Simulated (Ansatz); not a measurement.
# GeH5NOSi: rigid torsion scan from a Python script

A script is to give a rigid torsion scan; the system is GeH5NOSi. SMILES: [NH2][GeH]1[O][SiH2]1.

Computed with the Python package of Ansatz 0.2.0. Level of theory: r2SCAN/def2-SVP.

### 1 The system

Bond lengths: N1–Ge2 1.806 Å, Ge2–O3 1.795 Å, Ge2–Si4 2.282 Å, O3–Si4 1.658 Å, N1–H5 1.054 Å, N1–H6 1.108 Å, Ge2–H7 1.579 Å, Si4–H8 1.500 Å, Si4–H9 1.462 Å. Angles (14 of 16 angles, heavy atoms first): N1–Ge2–O3 106.9°, N1–Ge2–Si4 115.6°, O3–Ge2–Si4 46.1°, Ge2–O3–Si4 82.6°, Ge2–Si4–O3 51.3°, N1–Ge2–H7 118.1°, O3–Ge2–H7 108.0°, Si4–Ge2–H7 125.6°, Ge2–N1–H5 111.0°, Ge2–N1–H6 108.1°, Ge2–Si4–H8 113.8°, Ge2–Si4–H9 118.9°, O3–Si4–H8 108.1°, O3–Si4–H9 117.6°.

The script holds or builds the structure itself.

### 2 The script

run_torsion.py reads:

```python
"""Energy of GeH5NOSi as one group turns about a bond."""

from dataclasses import dataclass

import ansatz as az
from ase import Atoms


@dataclass(frozen=True)
class Settings:
    basis_set: str = "def2-SVP"
    xc: str = "r2scan"
    force_tol: float = 0.02


cfg = Settings()

atoms = Atoms(["N", "Ge", "O", "Si", "H", "H", "H", "H", "H"], positions=[
    [-0.9042, 1.1262, -1.0329],
    [0.3917, 0.5845, 0.1019],
    [0.8267, -1.094, -0.364],
    [0.067, -1.4585, 1.0643],
    [-0.5755, 1.0787, -2.0332],
    [-1.0818, 2.2068, -0.862],
    [1.7213, 1.4326, 0.17],
    [-1.2622, -2.0743, 0.7426],
    [0.9055, -1.8484, 2.1962],
])

# start the scan from a relaxed geometry
first = (
    az.Crystal.molecule_from_ase(atoms).calculation()
    .basis(gaussian=cfg.basis_set)
    .functional(cfg.xc)
    .relax(force_tolerance=cfg.force_tol, max_steps=80)  # relax until the tolerances are met
)
atoms.positions = first.run().report["positions_ang"]

start = atoms.get_dihedral(2, 1, 0, 4)
energies = {}
for turn in range(0, 360, 30):
    turned = atoms.copy()
    turned.set_dihedral(2, 1, 0, 4, start + turn, indices=[0, 4, 5])
    calc = az.Crystal.molecule_from_ase(turned).calculation()
    calc = calc.basis(gaussian=cfg.basis_set)
    calc = calc.functional(cfg.xc)
    energies[round((start + turn) % 360)] = calc.run().report["free_energy_ev"]
floor = min(energies.values())
print("dihedral O2-Ge1-N0-H4 (deg)   E - E(min) (kcal/mol)")
for angle, e in sorted(energies.items()):
    print(f"{angle:8d} {23.060548 * (e - floor):14.3f}  " + "#" * int(30 * (e - floor) / max(max(energies.values()) - floor, 1e-9)))
```

### 3 The run

Started as:

```bash
$ python run_torsion.py
```

Output:

```text
dihedral O2-Ge1-N0-H4 (deg)   E - E(min) (kcal/mol)
      20          1.904  ##########
      50          0.000
      80          0.360  ##
     110          2.420  #############
     140          3.937  ######################
     170          3.282  ##################
     200          1.360  #######
     230          0.384  ##
     260          1.445  ########
     290          3.784  #####################
     320          5.348  ##############################
     350          4.472  #########################
```

Wall time 4 min (1 thread of Arm Neoverse V2, shared host); peak memory 0.24 GiB.

A comment line of the script is reworded here; the code is as run.

### 4 The relaxation of run 0, step by step

Relaxation path:

```
step  energy from step 1 (eV)  largest force component (eV/Å)
   1                   0.0000                          3.1557
   2                  -0.3579                          1.2810
   3                  -0.4187                          0.2283
   4                  -0.3980                          0.7583
   5                  -0.4337                          0.1690
   6                  -0.4386                          0.3010
   7                  -0.4589                          0.1499
   8                  -0.4748                          0.3357
   9                  -0.4372                          1.6632
  10                  -0.5033                          0.2491
  11                  -0.5209                          0.2034
  12                  -0.5379                          0.1173
  13                  -0.5333                          0.4809
  14                  -0.5500                          0.0838
  15                  -0.5554                          0.0595
  16                  -0.5561                          0.0803
  17                  -0.5569                          0.1253
  18                  -0.5566                          0.2054
  19                  -0.5577                          0.0718
  20                  -0.5579                          0.0174
```

Step 1 is the start. Steps 4, 9, 13, 18 were tried and not accepted.

Before: Bond lengths: N1–Ge2 1.806 Å, Ge2–O3 1.795 Å, Ge2–Si4 2.282 Å, O3–Si4 1.658 Å, N1–H5 1.054 Å, N1–H6 1.108 Å, Ge2–H7 1.579 Å, Si4–H8 1.500 Å, Si4–H9 1.462 Å. Angles (14 of 16 angles, heavy atoms first): N1–Ge2–O3 106.9°, N1–Ge2–Si4 115.6°, O3–Ge2–Si4 46.1°, Ge2–O3–Si4 82.6°, Ge2–Si4–O3 51.3°, N1–Ge2–H7 118.1°, O3–Ge2–H7 108.0°, Si4–Ge2–H7 125.6°, Ge2–N1–H5 111.0°, Ge2–N1–H6 108.1°, Ge2–Si4–H8 113.8°, Ge2–Si4–H9 118.9°, O3–Si4–H8 108.1°, O3–Si4–H9 117.6°.

After: Bond lengths: N1–Ge2 1.813 Å, Ge2–O3 1.911 Å, Ge2–Si4 2.273 Å, O3–Si4 1.677 Å, N1–H5 1.016 Å, N1–H6 1.015 Å, Ge2–H7 1.534 Å, Si4–H8 1.493 Å, Si4–H9 1.493 Å. Angles (14 of 16 angles, heavy atoms first): N1–Ge2–O3 110.6°, N1–Ge2–Si4 124.5°, O3–Ge2–Si4 46.3°, Ge2–O3–Si4 78.3°, Ge2–Si4–O3 55.4°, N1–Ge2–H7 107.3°, O3–Ge2–H7 107.1°, Si4–Ge2–H7 126.7°, Ge2–N1–H5 118.2°, Ge2–N1–H6 119.1°, Ge2–Si4–H8 122.1°, Ge2–Si4–H9 124.3°, O3–Si4–H8 117.5°, O3–Si4–H9 118.0°.

Run 0 is this relaxation; the runs after it count from 1.

### 5 What each run gave

One row for each of the 12 runs:

| run | turn (°) | energy from run 7 (eV) | SCF cycles | CPU time (s) |
| --- | --- | --- | --- | --- |
| 1 | 0 | 0.0167 | 18 | 6.6 |
| 2 | 30 | 0.0627 | 18 | 6.5 |
| 3 | 60 | 0.1641 | 18 | 6.6 |
| 4 | 90 | 0.2319 | 18 | 6.6 |
| 5 | 120 | 0.1939 | 18 | 6.6 |
| 6 | 150 | 0.0826 | 18 | 6.6 |
| 7 | 180 | 0.0000 | 18 | 6.7 |
| 8 | 210 | 0.0156 | 18 | 6.5 |
| 9 | 240 | 0.1049 | 18 | 6.6 |
| 10 | 270 | 0.1707 | 18 | 6.6 |
| 11 | 300 | 0.1423 | 18 | 6.7 |
| 12 | 330 | 0.0590 | 18 | 6.6 |

### 6 Results

| quantity | value |
| --- | --- |
| runs compared | 12 |
| range of energy | 0.232 eV |
| lowest point, turn (°) | 180 |

**Reading.** The lowest point lies at a turn of 180°, the highest 0.232 eV (22.4 kJ/mol) above it at 90°. The grid can miss the true lowest and highest points, and the rest of the molecule is held rigid. Run 0: The relaxation took 15 moves; the largest shift is 1.172 Å, of atom 5 (H). So large a move can change the bonding: the results belong to the relaxed structure. The scan is rigid and the energies are electronic, in a modest basis. With rigid groups the curve can differ much from the relaxed path, the start wasn't checked as a minimum of this torsion, and equivalent turns needn't return to the same energy.
